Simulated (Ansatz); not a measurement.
**TeS2: one candidate structure**

Aim: relax TeS2 from this start, Cr2B type (I4/mcm, No. 140), and see where it ends.

Method: DFT PBE, scalar-relativistic, plane waves, PAW, in Ansatz 0.2.0.

**1. The starting structure**

Symmetry: I4/mcm, No. 140, tetragonal system. The conventional cell has a = 7.148 Å, b = 7.148 Å, c = 5.950 Å, α = 90.00°, β = 90.00°, γ = 90.00°. Around Te (site symmetry 422) lie 2 Te at 2.98 Å and 8 S at 3.05 Å. S (site symmetry m2m) is surrounded by 4 Te at 3.05 Å and 3 S at 3.38 to 3.42 Å.

Coordinates:

```
CELL_PARAMETERS angstrom
-3.57424 3.57424 2.97520
3.57424 -3.57424 2.97520
3.57424 3.57424 -2.97520
ATOMIC_POSITIONS crystal
Te 0.25000 0.25000 0.00000
Te 0.75000 0.75000 0.00000
S 0.66700 0.16700 0.83400
S 0.16700 0.33300 0.50000
S 0.33300 0.83300 0.16600
S 0.83300 0.66700 0.50000
```

(A quick probe on a coarse mesh, which set the mesh and smearing, is not shown.)

**3. Rough relaxation on the coarse mesh**

Input file input.yaml:

```yaml
crystal:
  lattice:
    - [-3.5742368859, 3.5742368859, 2.9751989199]
    - [3.5742368859, -3.5742368859, 2.9751989199]
    - [3.5742368859, 3.5742368859, -2.9751989199]
  atoms:
    - { symbol: Te, position: [0.25, 0.25, 0.0] }
    - { symbol: Te, position: [0.75, 0.75, 0.0] }
    - { symbol: S, position: [0.667, 0.167, 0.834] }
    - { symbol: S, position: [0.167, 0.333, 0.5] }
    - { symbol: S, position: [0.333, 0.833, 0.166] }
    - { symbol: S, position: [0.833, 0.667, 0.5] }
basis:
  ecutwfc: 420
kpoints:
  mp_grid: { grid: [4, 4, 4] }
hamiltonian:
  xc: pbe
scf:
  occupations: { method: gaussian, width: 0.1 }
  lower_state_search: "off"
output:
  forces: true
  stress: true
  eigenvalues: true
relax:
  adjacent_minimum: "off"
  f_tol: 0.04
  max_steps: 70
  cell: { stress_tol: 0.4 }
```

On the command line:

```
ansatz run input.yaml --threads 1 --pin off --max-ram 2560MiB --backend cpu --events-out ev --progress --plain --runs-dir out
```

The session goes on with these runs: relaxing cell and atoms.

Q: Predict the outcome of this session.

As calculated:

Formation energies count from the elements, computed with the same settings in runs not shown here.

```
                          quantity                                                                      value
               cell (conventional)  a = 6.188 Å, b = 6.188 Å, c = 6.833 Å, α = 90.00°, β = 90.00°, γ = 90.00°
                       space group                                                           I4/mcm (No. 140)
                            volume                                                              21.80 Å³/atom
                   gap on the mesh                                                               none (metal)
formation energy from the elements                                                             +0.499 eV/atom
```

The space group stayed I4/mcm, and from the first guess the volume went from 25.34 to 21.80 Å³/atom. The formation energy of +0.50 eV/atom is positive, so the elements lie lower than this structure; another structure of the compound can lie lower. Spin-orbit coupling is left out for Te.
